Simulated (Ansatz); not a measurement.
# ZnC3: the cost of one run

Program: Ansatz 0.2.0. Level of theory: DFT PBE, scalar-relativistic, plane waves, PAW. These are calculated values, not measurements.

## (1) The system as given

Symmetry: Fd-3m, No. 227, cubic system. Conventional cell: a = 7.476 Å, b = 7.476 Å, c = 7.476 Å, α = 90.00°, β = 90.00°, γ = 90.00°. Zn (site symmetry -43m) is surrounded by 16 C at 3.10 to 3.24 Å and 4 Zn at 3.24 Å. Around C (site symmetry -3m) lie 2 C at 1.62 Å. C (site symmetry -43m) is surrounded by 4 C at 1.62 Å.

As a file:

```cif
data_structure
_symmetry_space_group_name_H-M 'Fd-3m:1'
_symmetry_Int_Tables_number 227
_cell_length_a 7.4761
_cell_length_b 7.4761
_cell_length_c 7.4761
_cell_angle_alpha 90.000
_cell_angle_beta 90.000
_cell_angle_gamma 90.000
_cell_volume 417.85
loop_
_atom_site_label
_atom_site_type_symbol
_atom_site_symmetry_multiplicity
_atom_site_Wyckoff_symbol
_atom_site_fract_x
_atom_site_fract_y
_atom_site_fract_z
_atom_site_occupancy
Zn1 Zn 8 b 0.00000 0.00000 0.50000 1
C1 C 16 c 0.12500 0.12500 0.12500 1
C2 C 8 a 0.25000 0.25000 0.25000 1
```

Recipe of the guess: random cell by space group and Wyckoff sites (Fd-3m, No. 227). Its size is a rough estimate.

## (2) Probe: one point on a coarse mesh

The input, input.yaml:

```yaml
crystal:
  lattice:
    - [0.0, 3.7380455, 3.7380455]
    - [3.7380455, 0.0, 3.7380455]
    - [3.7380455, 3.7380455, 0.0]
  atoms:
    - { symbol: Zn, position: [0.0, 0.0, 0.0] }
    - { symbol: Zn, position: [0.25, 0.25, 0.25] }
    - { symbol: C, position: [0.625, 0.625, 0.625] }
    - { symbol: C, position: [0.625, 0.625, 0.125] }
    - { symbol: C, position: [0.625, 0.125, 0.625] }
    - { symbol: C, position: [0.125, 0.625, 0.625] }
    - { symbol: C, position: [0.75, 0.75, 0.75] }
    - { symbol: C, position: [0.5, 0.5, 0.5] }
basis:
  ecutwfc: 420
kpoints:
  mp_grid: { grid: [4, 4, 4] }
hamiltonian:
  xc: pbe
scf:
  occupations: { method: gaussian, width: 0.1 }
  lower_state_search: "off"
output:
  forces: true
  stress: true
  eigenvalues: true
```

Run with:

```sh
ansatz run input.yaml --threads 1 --pin off --max-ram 2560MiB --backend cpu --events-out ev --progress --plain --runs-dir out
```

**Question.** How long does this run take on 1 thread of Intel Xeon at 2.70GHz, shared host, and how much memory does it need?

About 2 s, with a peak of 0.37 GiB.
